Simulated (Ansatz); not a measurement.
# GePt: the cost of one run

Computed, not measured: Ansatz 0.2.0, DFT, PBE, no spin polarisation, plane waves, PAW.

### 1 The system as given

It takes space group Pnma (No. 62, orthorhombic). Conventional cell: a = 5.799 Å, b = 3.744 Å, c = 6.159 Å, α = 90.00°, β = 90.00°, γ = 90.00°. Pt (site symmetry m) is surrounded by 6 Ge at 2.53 to 2.66 Å. Ge (site symmetry m) is surrounded by 6 Pt at 2.53 to 2.66 Å.

The coordinates stand in the input below.

The first density is read from a saved solution for the starting cell.

### 2 The walk to rest

File input.yaml:

```yaml
crystal:
  lattice:
    - [6.159032, 0.0, 0.0]
    - [0.0, 5.798878, 0.0]
    - [0.0, 0.0, 3.744182]
  atoms:
    - { symbol: Pt, position: [0.195, 0.01, 0.25] }
    - { symbol: Pt, position: [0.805, 0.99, 0.75] }
    - { symbol: Pt, position: [0.695, 0.49, 0.75] }
    - { symbol: Pt, position: [0.305, 0.51, 0.25] }
    - { symbol: Ge, position: [0.59, 0.195, 0.25] }
    - { symbol: Ge, position: [0.41, 0.805, 0.75] }
    - { symbol: Ge, position: [0.09, 0.305, 0.75] }
    - { symbol: Ge, position: [0.91, 0.695, 0.25] }
  symmetry: { tolerance: 0.0003 }
kpoints:
  mp_grid: { grid: [4, 5, 7], shift: [0, 0, 0] }
magnetization:
  spin_polarized: false
scf:
  occupations: { method: fermi_dirac }
  lower_state_search: "off"
hamiltonian:
  pseudopotentials: { kind: paw }
  xc: pbe
basis:
  ecutwfc: 420
  fft_grid_basis: typed
relax:
  max_steps: 60
  cell: { p_target: 0.0 }
output:
  forces: true
  stress: true
  eigenvalues: true
  bader: true
  populations: true
  elf: true
  write_potential: true
  volumetric_format: npy
  dos:
    e_range: [-12, 8]
    de: 0.05
    projected: { site_lists: { Ge: [Ge], Pt: [Pt] } }
checkpoint:
  read: saved_state
```

On the command line:

```sh
$ ansatz run input.yaml --threads 2 --pin off --max-ram 2560MiB --backend cpu --events-out ev --progress --plain --runs-dir out
```

What time and memory should one allow on 2 threads of Arm Neoverse V1, shared host?

About 2.3 min, with a peak of 0.63 GiB.
